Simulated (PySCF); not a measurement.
**BiH2I (BiH₂I): electronic structure in real space**

Aim: take BiH2I (BiH₂I) and localise its valence orbitals and compute its lowest excited states.

Method: levels as typed in each script, gas phase, geometry from GFN2-xTB; program: PySCF 2.14.0.

## 1. Where the work starts

4 atoms, charge 0, spin multiplicity 1.

Bond lengths: Bi1–H2 1.783 Å, Bi1–H3 1.782 Å, Bi1–I4 2.765 Å. Angles: H2–Bi1–H3 88.3°, H2–Bi1–I4 90.6°, H3–Bi1–I4 90.6°.

Geometry (Å):

```
Bi   -1.06134    0.03044   -0.00046
H    -1.09369   -1.26735   -1.22258
H    -1.09530   -1.22889    1.25990
I     1.70339   -0.00056    0.00002
```

## 2. Localised orbitals (PBE/def2-svpd)

input.py reads:

```python
import numpy as np
from pyscf import gto, scf, dft, lo
from pyscf.data.elements import chemcore

def solve(mol, dm0=None, hcore=None):
    mf = (dft.UKS if mol.spin else dft.RKS)(mol, xc='pbe')
    mf.grids.level = 3
    mf = mf.density_fit(auxbasis='def2-universal-jkfit')
    mf.conv_tol, mf.max_cycle = 1e-8, 80
    if hcore is not None:
        mf.get_hcore = lambda *args: hcore
    mf.kernel(dm0)
    if not mf.converged:
        mf = mf.newton().run(mf.mo_coeff, mf.mo_occ, max_cycle=30)
    assert mf.converged, 'SCF not converged'
    return mf

mol = gto.M(atom='''
Bi    -1.06134     0.03044    -0.00046
H     -1.09369    -1.26735    -1.22258
H     -1.09530    -1.22889     1.25990
I      1.70339    -0.00056     0.00002
''', basis='def2-svpd', ecp={'Bi': 'def2-svpd', 'I': 'def2-svpd'}, charge=0, spin=0, verbose=4)
mf = solve(mol)
occ_all = mf.mo_coeff[:, mf.mo_occ > 0]
occ = occ_all[:, chemcore(mol):]
pm = lo.PM(mol, occ, pop_method='meta_lowdin')
loc = pm.kernel()
for _ in range(5):
    new, stable = pm.stability_jacobi(return_status=True)
    if stable:
        break
    loc = pm.kernel(new)
fock, s = mf.get_fock(), mf.get_ovlp()
ortho = lo.orth_ao(mol, 'meta_lowdin')
labels = mol.ao_labels(fmt=None)
vir = loc[:, :0]
both = np.hstack([loc, vir])
p = (ortho.T @ s @ both) ** 2
pop = np.array([p[[l[0] == a for l in labels]].sum(0) for a in range(mol.natm)])
spd = np.array([[p[[l[0] == a and l[2][-1] == k for l in labels]].sum(0) for k in 'spd'] for a in range(mol.natm)])
eps = np.einsum('pi,pq,qi->i', both, fock, both)
for i in np.argsort(eps):
    top = np.argsort(-pop[:, i])[:3]
    print('%3d %s %9.4f Eh ' % (i + 1, 'occ' if i < loc.shape[1] else 'vir', eps[i]), '  '.join('%s%d %.3f' % (mol.atom_symbol(a), a + 1, pop[a, i]) for a in top))
np.savez('result.npz', c=both, nocc=loc.shape[1], pop=pop, spd=spd, eps=eps, e=mf.e_tot)
```

Run with:

```
> OMP_NUM_THREADS=1 python input.py
```

## 3. Excited states (PBE/def2-svp)

input.py reads:

```python
import numpy as np
from pyscf import gto, scf, dft, tdscf
from pyscf.scf import atom_ks, atom_hf
from scipy.linalg import block_diag

def solve(mol, dm0=None, hcore=None):
    mf = (dft.UKS if mol.spin else dft.RKS)(mol, xc='pbe')
    mf.grids.level = 3
    mf = mf.density_fit(auxbasis='def2-universal-jkfit')
    mf.conv_tol, mf.max_cycle = 1e-8, 80
    if hcore is not None:
        mf.get_hcore = lambda *args: hcore
    mf.kernel(dm0)
    if not mf.converged:
        mf = mf.newton().run(mf.mo_coeff, mf.mo_occ, max_cycle=30)
    assert mf.converged, 'SCF not converged'
    return mf

mol = gto.M(atom='''
Bi    -1.06134     0.03044    -0.00046
H     -1.09369    -1.26735    -1.22258
H     -1.09530    -1.22889     1.25990
I      1.70339    -0.00056     0.00002
''', basis='def2-svp', ecp={'Bi': 'def2-svp', 'I': 'def2-svp'}, charge=0, spin=0, verbose=4)
mf = solve(mol)
td = mf.TDA()
td.nstates, td.singlet, td.conv_tol = 5, True, 1e-5
td.kernel()
td.analyze()
x, y = np.array([p[0] for p in td.xy]), np.array([p[1] + 0 * p[0] for p in td.xy])
f, mu = td.oscillator_strength(), td.transition_dipole()
nto = [td.get_nto(state=i + 1, verbose=4) for i in range(len(td.e))]
# spherically averaged free atoms, for the promolecule
atom_ks.AtomSphAverageRKS.init_guess_by_vsap = lambda self, mol=None: self.init_guess_by_minao(mol)  # core potentials
atm = atom_ks.get_atm_nrks(mol, xc='pbe')
pro = block_diag(*[(atm[a[0]][2] * atm[a[0]][3]) @ atm[a[0]][2].T for a in mol._atom])
np.savez('result.npz', e=td.e, f=f, ok=td.converged, w=[n[0] for n in nto], nto=[n[1] for n in nto], x=x, y=y, c=mf.mo_coeff, occ=mf.mo_occ, eps=mf.mo_energy, pro=pro, mu=mu)
```

(Steps that only read results are left out.)

What does the calculation give? Wanted: lowest singlet excitation.

The runs gave:

| quantity | value |
| --- | --- |
| localised occupied orbitals above −45 eV (PBE/def2-svpd) | 13 |
| lowest singlet excitation (PBE/def2-svp) | 3.55 eV |

**Reading.** All values hold at the given geometry, in the gas phase.
